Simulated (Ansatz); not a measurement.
# C₂H₆N₂Si: small, medium and large basis sets

One table from this session's results is given with a row withheld; the runs are named, their logs left out.

Computed with Ansatz 0.2.0, Gaussian basis. Level: one geometry, several basis sets.

The runs, in order: PBE0-D4/def2-SVP; ωB97M-V/def2-SVP; PBE0-D4/def2-QZVPP; ωB97M-V/def2-QZVPP; the functionals' def2-TZVPP values are taken from earlier runs.

### Structure used throughout

All runs share one geometry, relaxed beforehand with PBE0-D4 in a triple-zeta def2 set.

SMILES `N[SiH]1C=CN1`, 11 atoms, charge 0, spin multiplicity 1.

Atoms are counted from 1 here; the program's logs count them from 0.

Bond lengths: N1–Si2 1.696 Å, N1–H6 1.005 Å, N1–H7 1.006 Å, Si2–C3 1.832 Å, Si2–N5 1.791 Å, Si2–H8 1.485 Å, C3–C4 1.352 Å, C3–H9 1.077 Å, C4–N5 1.406 Å, C4–H10 1.090 Å, N5–H11 1.010 Å. Angles: Si2–N1–H6 122.5°, Si2–N1–H7 122.8°, H6–N1–H7 112.8°, N1–Si2–C3 123.1°, N1–Si2–N5 120.6°, N1–Si2–H8 105.4°, C3–Si2–N5 76.9°, C3–Si2–H8 118.0°, N5–Si2–H8 110.9°, Si2–C3–C4 86.0°, Si2–C3–H9 145.6°, C4–C3–H9 128.1°, C3–C4–N5 109.6°, C3–C4–H10 129.7°, N5–C4–H10 120.7°, Si2–N5–C4 86.1°, Si2–N5–H11 129.3°, C4–N5–H11 117.9°.

Coordinates:

```
N    -0.1719    0.8021    1.8746
Si   -0.2924   -0.2232    0.5296
C    -0.8086    0.3604   -1.1287
C     0.3389   -0.1959   -1.5784
N     1.1422   -0.5659   -0.4859
H    -0.2044    0.4593    2.8189
H     0.1829    1.7414    1.8136
H    -0.8897   -1.4815    1.0438
H    -1.5921    0.8240   -1.7034
H     0.6777   -0.3626   -2.6005
H     1.6829   -1.4150   -0.5628
```

The first run:

File in.yaml:

```yaml
crystal:
  periodic: [false, false, false]
  atoms:
    - {symbol: N, position_ang: [-0.171901, 0.802128, 1.874642]}
    - {symbol: Si, position_ang: [-0.292449, -0.223228, 0.529567]}
    - {symbol: C, position_ang: [-0.808620, 0.360386, -1.128722]}
    - {symbol: C, position_ang: [0.338913, -0.195912, -1.578423]}
    - {symbol: N, position_ang: [1.142216, -0.565902, -0.485855]}
    - {symbol: H, position_ang: [-0.204428, 0.459252, 2.818883]}
    - {symbol: H, position_ang: [0.182862, 1.741355, 1.813551]}
    - {symbol: H, position_ang: [-0.889740, -1.481484, 1.043807]}
    - {symbol: H, position_ang: [-1.592090, 0.823962, -1.703410]}
    - {symbol: H, position_ang: [0.677717, -0.362562, -2.600504]}
    - {symbol: H, position_ang: [1.682919, -1.414993, -0.562834]}
basis:
  gaussian: {orbitals: def2-SVP}
hamiltonian: {xc: pbe0, dispersion: d4}
output: {orbitals: {seedname: orbitals}}
```

Run with:

```bash
ansatz run in.yaml --threads 4 --pin off --events-out ev --progress --plain --max-ram 10444MiB
```

Among the steps run: PBE0-D4 in def2-SVP; ωB97M-V in def2-SVP; PBE0-D4 in def2-QZVPP; ωB97M-V in def2-QZVPP.

One of the session's tables, all rows but one given; the rest of the session is left out.

It belongs to the step «Functionals by basis». 

| functional | basis | HOMO (eV) | LUMO (eV) |
| --- | --- | --- | --- |
| PBE0-D4 | def2-SVP | -5.78 | 0.46 |
| PBE0-D4 | def2-TZVPP | -5.98 | 0.14 |
| PBE0-D4 | def2-QZVPP | ? | ? |
| ωB97M-V | def2-SVP | -7.98 | 2.56 |
| ωB97M-V | def2-TZVPP | -8.19 | 2.01 |
| ωB97M-V | def2-QZVPP | -8.23 | 1.63 |

**Question.** Estimate the row for PBE0-D4, def2-QZVPP.

**Answer.** HOMO (eV): -6.02; LUMO (eV): 0.02. In the column «HOMO (eV)» it lies between ωB97M-V, def2-SVP (-7.98) and PBE0-D4, def2-TZVPP (-5.98).
